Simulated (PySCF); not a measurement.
# C5H5OP: the cost of one run

Computed with PySCF 2.14.0 and routines of our own; the level stands in each step. Atoms count from 0.

## Step 1: The starting structure

12 atoms, charge 0, multiplicity 1; geometry from: GFN2-xTB.

## Step 2: Relaxing the molecule at PBE/6-31+G*

The job: settings as JSON, then the geometry in Å.

```
{"job": {"xc": "PBE", "basis": "6-31+G*", "grid": 1, "kind": "geom"}, "charge": 0, "multiplicity": 1}
O      2.359188     0.193424    -0.374997
C      1.035170    -0.067571    -0.195394
C      0.155248     0.952939     0.154299
C     -1.197712     0.738175     0.348320
C     -1.803275    -0.493286     0.216661
P     -0.986489    -1.961885    -0.208777
C      0.631133    -1.380273    -0.378060
H      2.536814     1.130152    -0.224320
H      0.550927     1.953855     0.277766
H     -1.810286     1.589238     0.618825
H     -2.869279    -0.563765     0.388627
H      1.399758    -2.091690    -0.648979
```

On the command line:

```sh
$ OMP_NUM_THREADS=1 python excited_run.py task.json out
```

One launch serves the whole session: the jobs run in the order shown.

Q: Estimate the wall time and peak memory of this first job on 1 thread of Arm Neoverse V1, shared host.

About 52 s, with a peak of 0.61 GiB.
